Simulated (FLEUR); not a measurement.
The system is HPbNO4.

```
H Pb N O
1.0
     4.27531   -0.00040    0.00636
    -2.08399    5.20775   -0.04907
    -2.12377   -1.86574    4.91491
H Pb N O
1 1 1 4
Direct
  0.99073 0.03330 0.90994
  0.50274 0.81989 0.14287
  0.00838 0.47408 0.50265
  0.99816 0.92741 0.02877
  0.19467 0.73435 0.60852
  0.81673 0.35882 0.24556
  0.01381 0.33121 0.65217
```

The cell was built by a generator and needn't be a form met in nature.

Base run:

| Item | Value |
| --- | --- |
| Program | FLEUR MaX-R8.1 (later development tree) |
| Functional | RPBE |
| Potentials or basis | all-electron |
| Basis | FLAPW |
| Kmax | 6.3 1/bohr |
| k mesh | 5 × 4 × 4 |
| Occupations | fermi-dirac, width 0.05 eV |
| Spin | no spin polarisation |

Its results: band gap on the k mesh 3.07 eV, indirect (least direct gap 3.27 eV).

Problem. The run is repeated on the same cell with these changes: functional from RPBE to PBE. What comes out?

Solution. Band gap on the k mesh 2.97 eV, indirect (least direct gap 3.18 eV).

Caveats: the plane-wave cutoff is short for the small spheres of the light atoms, so energies, forces and moduli aren't converged; spin-orbit coupling is left out, which as a rule narrows the gap of such compounds by several tenths of an eV; an odd mesh through Γ misses points on the zone boundary, where band edges often lie (some runs).
